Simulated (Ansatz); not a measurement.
# AlTe4As: a short molecular-dynamics run

A trajectory of AlTe4As, an element-swapped structure with 6 atoms that was not relaxed first: 20 steps of 0.5 fs at constant energy, with velocities drawn for 600 K.

All numbers below are computed with Ansatz 0.2.0 (DFT PBE, plane waves, PAW, scalar-relativistic, no spin polarisation).

## 1. Starting point

The cell holds 6 atoms (AlAsTe4): a = 6.539 Å, b = 6.539 Å, c = 6.539 Å, α = 118.60°, β = 118.60°, γ = 92.45°.

As a file:

```cif
data_structure
_symmetry_space_group_name_H-M 'P 1'
_symmetry_Int_Tables_number 1
_cell_length_a 6.5386
_cell_length_b 6.5386
_cell_length_c 6.5386
_cell_angle_alpha 118.598
_cell_angle_beta 118.598
_cell_angle_gamma 92.446
_cell_volume 201.66
loop_
_atom_site_label
_atom_site_type_symbol
_atom_site_fract_x
_atom_site_fract_y
_atom_site_fract_z
_atom_site_occupancy
Al1 Al 0.00000 0.00000 0.00000 1
As1 As 0.25000 0.75000 0.50000 1
Te1 Te 0.38900 0.35000 0.50300 1
Te2 Te 0.65000 0.15300 0.03900 1
Te3 Te 0.84700 0.88600 0.49700 1
Te4 Te 0.11400 0.61100 0.96100 1
```

## 2. Molecular dynamics

Contents of input.yaml:

```yaml
crystal:
  lattice:
    - [-3.338326, 3.338326, 4.523772]
    - [3.338326, -3.338326, 4.523772]
    - [3.338326, 3.338326, -4.523772]
  atoms:
    - { symbol: Al, position: [0.0, 0.0, 0.0] }
    - { symbol: As, position: [0.25, 0.75, 0.5] }
    - { symbol: Te, position: [0.389, 0.35, 0.503] }
    - { symbol: Te, position: [0.65, 0.153, 0.039] }
    - { symbol: Te, position: [0.847, 0.886, 0.497] }
    - { symbol: Te, position: [0.114, 0.611, 0.961] }
kpoints:
  mp_grid: { grid: [3, 3, 3] }
magnetization:
  spin_polarized: false
scf:
  occupations: { method: fermi_dirac, width: 0.1 }
  lower_state_search: standard
hamiltonian:
  pseudopotentials: { kind: paw }
  xc: pbe
basis:
  ecutwfc: 420
  xc_grid: 4
md:
  timestep: 0.5
  n_steps: 20
  ensemble: nve
  temperature: 600.0
  initial_velocities: maxwell_boltzmann
  seed: 679400
```

Started as:

```console
$ ansatz run input.yaml --threads 2 --pin off --max-ram 2560MiB --backend cpu --events-out ev --progress --plain --runs-dir out
```

**Question.** What will these runs give? Wanted: temperature, first and last step; temperature, second half; potential energy, second half; largest change of the total energy; mean square displacement, second half.

As calculated:

| quantity | value |
| --- | --- |
| length | 20 steps of 0.5 fs |
| temperature, first and last step | 600 and 499 K |
| temperature, second half | mean 531 K, from 499 to 561 K |
| potential energy, second half | +7 meV/atom from the start |
| largest change of the total energy | 0.00 meV/atom |
| mean square displacement, second half | Al 0.004, As 0.002, Te 0.000 Å² |

What this shows: The temperature starts at 600 K and averages 531 K in the second half, where it still falls, from 561 to 499 K. The total energy strays from its start by at most 0.00 meV/atom, under 0.1 % of the mean kinetic energy, so a step of 0.5 fs is short enough over this time. The farthest move is 0.08 Å, and the typical spacing of atoms 2.6 Å: no atom has changed site so far. Settings off the usual here: basis.xc_grid, scf.lower_state_search. A run of 10 fs with 6 atoms shows the motion but fixes no equilibrium value.
